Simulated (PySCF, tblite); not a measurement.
# C3H6AsB: geometry, infrared bands, NMR shifts and spin-spin couplings

Wanted: the infrared bands, NMR shifts and spin-spin couplings of C3H6AsB (`C#CB(C)[AsH2]`), by calculation.

Computed with tblite 0.8.0 and PySCF 2.14.0, with density-fitted response routines of our own, on a single molecule in the gas phase. Atoms are numbered from 0 throughout.

## Step 1: The starting structure

11 atoms, charge 0, multiplicity 1; geometry from: force field or distance geometry start.

Bonds of the start (Å): C0–C1 1.20, C1–B2 1.57, B2–C3 1.60, B2–As4 2.03, C0–H5 1.07, C3–H6 1.11, C3–H7 1.10, C3–H8 1.10, As4–H9 1.57, As4–H10 1.56.

## Step 2: Optimising the geometry with GFN2-xTB

What the job is given:

```
{"job": {"kind": "relax", "xc": "GFN2-xTB", "basis": "xTB"}, "charge": 0, "multiplicity": 1}
C     -0.733400     2.385700     0.070000
C     -0.416300     1.250200    -0.146400
B      0.000100    -0.238600    -0.391000
C     -1.072300    -1.348500     0.018800
As     1.979000    -0.650300    -0.198700
H     -1.042000     3.397100     0.233700
H     -0.654000    -1.935800     0.867700
H     -1.374000    -1.971400    -0.831500
H     -1.957200    -0.820700     0.409700
H      2.762100     0.195900    -1.269900
H      2.513400    -0.260800     1.211700
```

Run with:

```sh
OMP_NUM_THREADS=1 python probes_run.py task.json out
```

The driver reads the jobs from task.json and runs them one after another.

Output:

```text
step      E/eV     max force
  0    -352.12005    2.746
  1    -352.29990    4.413
  2    -352.64556    2.238
  3    -352.81179    1.362
  4    -352.90750    0.910
  5    -352.97681    0.708
  6    -353.02651    0.565
  7    -353.05526    0.572
  8    -353.08016    0.431
  9    -353.09958    0.370
 10    -353.11011    0.313
 11    -353.11625    0.252
 12    -353.12164    0.203
 13    -353.12749    0.309
 14    -353.13438    0.340
 15    -353.14130    0.258
 16    -353.14601    0.157
 17    -353.14817    0.105
 18    -353.14953    0.100
 19    -353.15129    0.129
 20    -353.15336    0.137
 21    -353.15566    0.139
 22    -353.15829    0.157
 23    -353.16156    0.175
 24    -353.16547    0.207
 25    -353.16969    0.232
 26    -353.17317    0.198
 27    -353.17527    0.118
 28    -353.17653    0.107
 29    -353.17762    0.112
 30    -353.17872    0.095
 31    -353.17952    0.076
 32    -353.18000    0.052
 33    -353.18039    0.069
 34    -353.18079    0.063
 35    -353.18113    0.053
 36    -353.18142    0.050
 37    -353.18174    0.057
 38    -353.18225    0.069
 39    -353.18297    0.095
 40    -353.18369    0.100
 41    -353.18417    0.069
 42    -353.18451    0.047
 43    -353.18485    0.057
 44    -353.18537    0.076
 45    -353.18607    0.088
 46    -353.18676    0.080
 47    -353.18739    0.076
 48    -353.18807    0.095
 49    -353.18891    0.092
 50    -353.18979    0.074
 51    -353.19041    0.083
 52    -353.19090    0.059
 53    -353.19139    0.068
 54    -353.19202    0.063
 55    -353.19275    0.068
 56    -353.19327    0.062
 57    -353.19359    0.042
 58    -353.19383    0.038
 59    -353.19411    0.047
 60    -353.19452    0.058
 61    -353.19512    0.078
 62    -353.19597    0.109
 63    -353.19679    0.134
 64    -353.19857    0.210
 65    -353.20067    0.195
 66    -353.20439    0.149
 67    -353.20504    0.137
 68    -353.20672    0.118
 69    -353.20903    0.107
 70    -353.21067    0.083
 71    -353.21169    0.088
 72    -353.21261    0.078
 73    -353.21362    0.069
 74    -353.21493    0.073
 75    -353.21616    0.123
 76    -353.21778    0.138
 77    -353.21963    0.139
 78    -353.22330    0.125
 79    -353.22825    0.196
 80    -353.23176    0.268
 81    -353.22831    0.368
 82    -353.23613    0.146
 83    -353.23707    0.123
 84    -353.23838    0.082
 85    -353.23921    0.084
 86    -353.24066    0.087
 87    -353.24196    0.066
 88    -353.24324    0.071
 89    -353.24397    0.098
 90    -353.24446    0.055
 91    -353.24469    0.050
 92    -353.24496    0.079
 93    -353.24530    0.046
 94    -353.24551    0.032
 95    -353.24555    0.016
 96    -353.24556    0.014
 97    -353.24559    0.020
 98    -353.24563    0.028
 99    -353.24569    0.040
100    -353.24579    0.039
101    -353.24590    0.024
102    -353.24597    0.022
103    -353.24601    0.026
104    -353.24603    0.022
105    -353.24604    0.010
```

Run time: 0.44 s. Hardware: 1 thread of Arm Neoverse V1, shared host.

The steps of the relaxation: (not every step is listed)

| step | energy from step 0 (eV) | largest force (eV/Å) |
| --- | --- | --- |
| 0 | 0.0000 | 2.7457 |
| 1 | -0.1798 | 4.4133 |
| 2 | -0.5255 | 2.2378 |
| 3 | -0.6917 | 1.3620 |
| 4 | -0.7875 | 0.9103 |
| 5 | -0.8568 | 0.7084 |
| 6 | -0.9065 | 0.5655 |
| 7 | -0.9352 | 0.5717 |
| 8 | -0.9601 | 0.4306 |
| 17 | -1.0281 | 0.1049 |
| 26 | -1.0531 | 0.1980 |
| 35 | -1.0611 | 0.0529 |
| 44 | -1.0653 | 0.0761 |
| 53 | -1.0713 | 0.0683 |
| 62 | -1.0759 | 0.1087 |
| 71 | -1.0916 | 0.0883 |
| 80 | -1.1117 | 0.2680 |
| 89 | -1.1239 | 0.0978 |
| 98 | -1.1256 | 0.0284 |
| 100 | -1.1257 | 0.0390 |
| 101 | -1.1259 | 0.0238 |
| 102 | -1.1259 | 0.0218 |
| 103 | -1.1260 | 0.0263 |
| 104 | -1.1260 | 0.0222 |
| 105 | -1.1260 | 0.0100 |

Close pairs (by a distance rule), those that changed most:

```
   bond  before (Å)  after (Å)  change (Å)
 As4–H9       1.574      1.501      -0.073
  C1–B2       1.565      1.500      -0.065
As4–H10       1.558      1.504      -0.054
  C3–H6       1.114      1.091      -0.023
  B2–C3       1.597      1.578      -0.019
  C0–H5       1.070      1.052      -0.018
  C3–H8       1.102      1.089      -0.013
  C0–C1       1.199      1.208      +0.009
```

The end geometry stands in the next job.

## Step 3: Infrared spectrum with GFN2-xTB

What the job is given:

```
{"job": {"kind": "ir", "xc": "GFN2-xTB", "basis": "xTB"}, "charge": 0, "multiplicity": 1}
C     -0.799994     2.469345    -0.261463
C     -0.435559     1.318975    -0.212487
B      0.070267    -0.091238    -0.140241
C     -0.927837    -1.257863     0.222305
As     1.975651    -0.478321    -0.697447
H     -1.133234     3.466748    -0.302762
H     -0.453754    -2.069983     0.775069
H     -1.289488    -1.694407    -0.712780
H     -1.807208    -0.933963     0.776306
H      2.558776     0.673453     0.068287
H      2.247806    -1.400075     0.459251
```

Output:

```text
mode    cm-1     km/mol
  1       6.8      1.06
  2      98.7      0.11
  3     109.0      0.13
  4     171.8      0.23
  5     209.3      0.43
  6     323.4      3.66
  7     368.5     13.26
  8     463.4      0.84
  9     611.9     22.37
 10     643.7     29.29
 11     673.7     19.70
 12     693.4      6.50
 13     792.4     60.35
 14     820.7      8.20
 15     991.9    169.82
 16    1015.1    124.09
 17    1134.8     72.14
 18    1378.7     24.93
 19    1471.9      2.40
 20    1487.4      2.07
 21    1891.5    697.65
 22    1912.2    718.99
 23    2173.7     24.44
 24    2962.2     25.17
 25    2991.9     34.01
 26    3020.7     26.50
 27    3354.6      0.57
```

Run time: 0.21 s. Hardware: 1 thread of Arm Neoverse V1, shared host.

The strongest bands and the atoms that carry them (share of the mass-weighted mode):

```
cm⁻¹  km/mol                                atoms
 644    29.3                     H5 73 %, C0 13 %
 792    60.4   H7 32 %, B2 23 %, C3 14 %, H8 12 %
 992   169.8  B2 31 %, H8 19 %, C3 15 %, H10 13 %
1015   124.1           H10 36 %, H9 36 %, B2 14 %
1135    72.1                              B2 71 %
1892   697.6                             H10 97 %
1912   719.0                              H9 97 %
2992    34.0                              H6 87 %
```

## Step 4: NMR shieldings: PBE0/pcSseg-1

Same as in step 3 but for these lines:

```diff
@@ -1,2 +1,2 @@
-{"job": {"kind": "ir", "xc": "GFN2-xTB", "basis": "xTB"}, "charge": 0, "multiplicity": 1}
+{"job": {"kind": "nmr", "xc": "PBE0", "basis": "pcSseg-1"}, "charge": 0, "multiplicity": 1}
 C     -0.799994     2.469345    -0.261463
```

With the program's defaults for keys left out, this is: GIAO PBE0/pcSseg-1 NMR shielding, non-relativistic, gas phase.

Output:

```text
coarse grid: 42888 points
cycle   1  E = -2377.8272732908  dE = -4.294e-01  |g| = 7.697e-01  |ddm| = 3.110e+00
cycle   2  E = -2377.8084110112  dE =  1.886e-02  |g| = 6.622e-01  |ddm| = 9.550e-01
cycle   3  E = -2377.8645900392  dE = -5.618e-02  |g| = 2.709e-01  |ddm| = 6.504e-01
cycle   4  E = -2377.8821528230  dE = -1.756e-02  |g| = 8.531e-02  |ddm| = 2.263e-01
cycle   5  E = -2377.8838617194  dE = -1.709e-03  |g| = 1.105e-02  |ddm| = 7.169e-02
cycle   6  E = -2377.8838985715  dE = -3.685e-05  |g| = 2.938e-03  |ddm| = 1.963e-02
cycle   7  E = -2377.8839008984  dE = -2.327e-06  |g| = 7.673e-04  |ddm| = 3.886e-03
final grid: 90144 points
cycle   8  E = -2377.8838978920  dE =  4.781e-08  |g| = 9.097e-04  |ddm| = 2.057e-03
cycle   9  E = -2377.8838975263  dE =  3.657e-07  |g| = 1.451e-03  |ddm| = 2.008e-03
cycle  10  E = -2377.8838980900  dE = -5.636e-07  |g| = 3.980e-04  |ddm| = 1.263e-03
cycle  11  E = -2377.8838981294  dE = -3.948e-08  |g| = 1.959e-05  |ddm| = 2.791e-04
cycle  12  E = -2377.8838981295  dE = -8.595e-11  |g| = 3.860e-06  |ddm| = 2.047e-05
converged SCF energy = -2377.8838981295

GIAO shielding tensors (ppm)
atom      isotropic    diamagn.    paramagn.     s11        s22        s33       span
  0 C       41.725     261.242    -219.518      7.019     28.401     89.753     82.734
  1 C       88.609     256.329    -167.720    -27.307    -11.496    304.629    331.935
  2 B       10.349     189.258    -178.909    -97.663      3.217    125.494    223.157
  3 C      165.128     252.054     -86.926    134.531    176.575    184.278     49.747
  4 As    1751.425    2877.491   -1126.066   1570.054   1685.963   1998.258    428.204
  5 H       26.003      33.263      -7.260     24.610     25.008     28.391      3.782
  6 H       29.867      30.154      -0.287     25.566     30.575     33.461      7.895
  7 H       30.680      28.880       1.801     26.931     28.938     36.172      9.241
  8 H       30.020      29.970       0.050     25.966     28.856     35.237      9.271
  9 H       28.530      28.934      -0.405     21.421     24.579     39.589     18.168
 10 H       28.676      29.290      -0.615     21.487     24.739     39.800     18.313
```

Run time: 13 s. Hardware: 1 thread of Arm Neoverse V1, shared host; peak memory 0.66 GiB.

The references, computed at this level on geometries of the same kind, shield at (ppm): 1H TMS 31.72, 13C TMS 186.9, 11B BF3·OEt2 100.1, 75As AsH3 1989. Their shielding less the atom's gives the shift. The references are single molecules in the gas phase. Shifts against hydride references such as AlH4− lie on their own scale. Atoms listed in one row are averaged.

| atoms | environment | σ (ppm) | δ (ppm) |
| --- | --- | --- | --- |
| C0 | terminal alkyne carbon | 41.7 | 145.2 |
| C1 | alkyne carbon | 88.6 | 98.3 |
| C3 | methyl carbon bonded to B | 165.1 | 21.8 |
| H5 | hydrogen on a terminal alkyne carbon | 26.00 | 5.71 |
| H9, H10 | hydrogen on an arsenic bonded to B | 28.60 | 3.11 |
| H6, H7, H8 | hydrogen on a methyl carbon bonded to B | 30.19 | 1.53 |
| B2 | boron bonded to 2 C, As | 10.3 | 89.7 |
| As4 | arsenic bonded to B, 2 H | 1751 | 237 |

Charges from the same density, by scheme (e):

```
atoms  Mulliken    IAO  Hirshfeld  ESP fit
   C0     -0.24  -0.18      -0.07    -0.33
   C1     -0.06  -0.13      -0.12    -0.14
   B2      0.42   0.09       0.14     0.45
   C3     -0.50  -0.56      -0.19    -0.64
  As4     -0.23   0.12       0.06    -0.22
```

Mayer bond orders: C0–C1 2.49, C1–B2 1.05, B2–C3 1.04, B2–As4 1.01.

## Step 5: J couplings: B3LYP/pcSseg-1+pcJ-1

Same as in step 4 but for these lines:

```diff
@@ -1,2 +1,2 @@
-{"job": {"kind": "nmr", "xc": "PBE0", "basis": "pcSseg-1"}, "charge": 0, "multiplicity": 1}
+{"job": {"kind": "j", "xc": "B3LYP", "basis": "pcJ-1"}, "charge": 0, "multiplicity": 1}
 C     -0.799994     2.469345    -0.261463
```

Method: B3LYP/pcJ-1 As:pcSseg-1 indirect spin-spin coupling, non-relativistic, gas phase.

Output:

```text
coarse grid: 42888 points
cycle   1  E = -2378.3573336154  dE = -4.639e-01  |g| = 8.393e-01  |ddm| = 2.982e+00
cycle   2  E = -2378.3203226897  dE =  3.701e-02  |g| = 7.774e-01  |ddm| = 9.829e-01
cycle   3  E = -2378.4014211191  dE = -8.110e-02  |g| = 3.141e-01  |ddm| = 7.382e-01
cycle   4  E = -2378.4243502215  dE = -2.293e-02  |g| = 1.104e-01  |ddm| = 2.615e-01
cycle   5  E = -2378.4272248985  dE = -2.875e-03  |g| = 1.562e-02  |ddm| = 8.890e-02
cycle   6  E = -2378.4273002604  dE = -7.536e-05  |g| = 3.952e-03  |ddm| = 2.606e-02
cycle   7  E = -2378.4273045819  dE = -4.322e-06  |g| = 1.058e-03  |ddm| = 5.132e-03
final grid: 90144 points
cycle   8  E = -2378.4272801856  dE =  1.978e-07  |g| = 1.352e-03  |ddm| = 2.675e-03
cycle   9  E = -2378.4272790952  dE =  1.090e-06  |g| = 2.380e-03  |ddm| = 3.051e-03
cycle  10  E = -2378.4272805914  dE = -1.496e-06  |g| = 6.526e-04  |ddm| = 1.994e-03
cycle  11  E = -2378.4272806947  dE = -1.033e-07  |g| = 3.114e-05  |ddm| = 4.311e-04
cycle  12  E = -2378.4272806949  dE = -2.174e-10  |g| = 6.522e-06  |ddm| = 3.434e-05
converged SCF energy = -2378.4272806949

Indirect spin-spin couplings (Hz)
  i      j    bonds     total        FC       PSO       DSO        SD
  0 C    1 C    1    160.445   155.011     5.352     0.083         -
  0 C    2 B    2     18.465    17.920     0.220    -0.122     0.448
  0 C    3 C    3      1.734     2.007    -0.221    -0.052         -
  0 C    5 H    1    256.360   258.145    -2.162     0.377         -
  0 C    6 H    4      1.030     1.063     0.281    -0.314         -
  0 C    7 H    4      1.068     0.943     0.344    -0.219         -
  0 C    8 H    4      0.356     0.325     0.122    -0.092         -
  0 C    9 H    4      0.743     0.740    -0.055     0.058         -
  0 C   10 H    4      0.834     1.074     0.151    -0.391         -
  1 C    2 B    1     96.442    97.837    -2.051     0.326     0.330
  1 C    3 C    2      3.045     3.063    -0.055     0.038         -
  1 C    5 H    2     45.361    40.956     5.597    -1.192         -
  1 C    6 H    3      7.352     7.274     0.316    -0.239         -
  1 C    7 H    3     -0.713    -0.761     0.087    -0.038         -
  1 C    8 H    3      5.753     5.649    -0.077     0.181         -
  1 C    9 H    3      2.623     2.441    -0.093     0.275         -
  1 C   10 H    3      4.030     4.239     0.163    -0.372         -
  2 B    3 C    1     54.014    55.686    -2.228     0.273     0.283
  2 B    5 H    3      3.180     3.431     0.244    -0.479    -0.016
  2 B    6 H    2     -6.317    -6.191    -0.236     0.008     0.102
  2 B    7 H    2     -3.835    -4.344     0.142     0.097     0.271
  2 B    8 H    2     -4.244    -4.049    -0.157    -0.080     0.042
  2 B    9 H    2     -4.236    -3.741    -0.424    -0.098     0.026
  2 B   10 H    2     -4.377    -3.860    -0.466    -0.081     0.030
  3 C    5 H    4     -1.522    -1.402     0.118    -0.238         -
  3 C    6 H    1    127.516   125.277     1.610     0.629         -
  3 C    7 H    1    117.565   115.055     1.878     0.632         -
  3 C    8 H    1    132.657   130.578     1.490     0.589         -
  3 C    9 H    3      4.220     4.520     0.123    -0.423         -
  3 C   10 H    3      3.030     2.966    -0.091     0.155         -
  5 H    6 H    5     -0.364    -0.261     1.017    -1.120         -
  5 H    7 H    5     -0.969    -0.936     0.874    -0.906         -
  5 H    9 H    5     -0.391    -0.630     0.424    -0.185         -
  5 H   10 H    5     -1.362    -0.790     0.764    -1.335         -
  6 H    7 H    2    -19.462   -19.951     2.769    -2.279         -
  6 H    8 H    2    -10.524   -10.894     2.943    -2.574         -
  6 H    9 H    4     -1.132    -0.148     0.565    -1.549         -
  6 H   10 H    4      2.087     0.993    -1.121     2.215         -
  7 H    8 H    2    -18.261   -18.623     2.801    -2.439         -
  7 H    9 H    4      0.670     1.886     1.047    -2.263         -
  7 H   10 H    4      2.986     3.008     0.498    -0.520         -
  8 H    9 H    4      3.477     3.908     0.836    -1.268         -
  8 H   10 H    4     -0.390    -0.546     0.797    -0.642         -
  9 H   10 H    2    -10.899   -10.522     0.540    -0.918         -
```

Run time: 39 s. Hardware: 1 thread of Arm Neoverse V1, shared host; peak memory 0.84 GiB.

A choice of the couplings up to four bonds, sorted by the number of bonds, with means over like pairs; isotopes 11B, 13C, 1H:

```csv
pair,bonds,J (Hz),Fermi contact (Hz)
C0–H5,1,256.4,258.1
C0–C1,1,160.4,155.0
C3–H6,1,125.9,123.6
C1–B2,1,96.4,97.8
B2–C3,1,54.0,55.7
C1–H5,2,45.4,41.0
C0–B2,2,18.5,17.9
H6–H7,2,-16.1,-16.5
H9–H10,2,-10.9,-10.5
B2–H6,2,-4.8,-4.9
B2–H9,2,-4.3,-3.8
C1–C3,2,3.0,3.1
C1–H6,3,4.1,4.1
C3–H9,3,3.6,3.7
C1–H9,3,3.3,3.3
B2–H5,3,3.2,3.4
C0–C3,3,1.7,2.0
C3–H5,4,-1.5,-1.4
H6–H9,4,1.3,1.5
```

The spin-dipole term was solved for some atoms only; pairs without it lack that part.

The response was solved for the nuclei of B, C, H alone, so couplings that need other nuclei can be missing.

Quadrupole couplings from the field gradients of the same density:

| atom | isotope | eQq/h (MHz) | η |
| --- | --- | --- | --- |
| As4 | 75As | -163.6 | 0.49 |
| B2 | 11B | 4.683 | 0.19 |

Shifts (PBE0/pcSseg-1, unscaled) and these couplings together give the proton spectrum at 400 MHz below. Couplings to quadrupolar nuclei are left out.

1H NMR δ 5.71 (s, 1H), 3.11 (q, J = 1.3 Hz, 2H), 1.53 (t, J = 1.3 Hz, 3H). The letters are first-order; like nuclei with unlike couplings give more lines.

## Step 6: Outcome

| quantity | value |
| --- | --- |
| strongest single infrared mode (GFN2-xTB) | 1912 cm⁻¹, 719 km/mol |
| zero-point energy (GFN2-xTB) | 45.4 kcal/mol |
| 13C shifts against TMS (PBE0/pcSseg-1) | 145.2, 98.3, 21.8 ppm |
| 1H shifts against TMS (PBE0/pcSseg-1, means over atoms taken as alike) | 5.71, 3.11, 1.53 ppm |
| 11B shifts against BF3·OEt2 (PBE0/pcSseg-1) | 89.7 ppm |
| 75As shifts against AsH3 (PBE0/pcSseg-1) | 237 ppm |
| largest coupling of the table (B3LYP/pcSseg-1+pcJ-1) | 1J(C,H) C0–H5, 256.4 Hz |

The optimisation took 105 steps and gained 1.126 eV; among the close pairs (by a distance rule), As4–H9 changed most, from 1.574 to 1.501 Å. All 27 modes are real, so the xTB geometry is a minimum. The strongest single mode, at 1912 cm⁻¹, moves mainly H9. GFN2-xTB is a fitted tight-binding method: band positions and strengths are rough. Its intensities can rank the bands wrongly. At PBE0/pcSseg-1: The largest span, 428 ppm, is at As4, where the paramagnetic term is -1126 ppm. Of the pairs tabulated at B3LYP/pcSseg-1+pcJ-1, C0–H5 couples most strongly (256.4 Hz; Fermi contact 258.1 Hz). Spin-orbit coupling is left out, which matters for shieldings and couplings at and beside the heavy atoms.
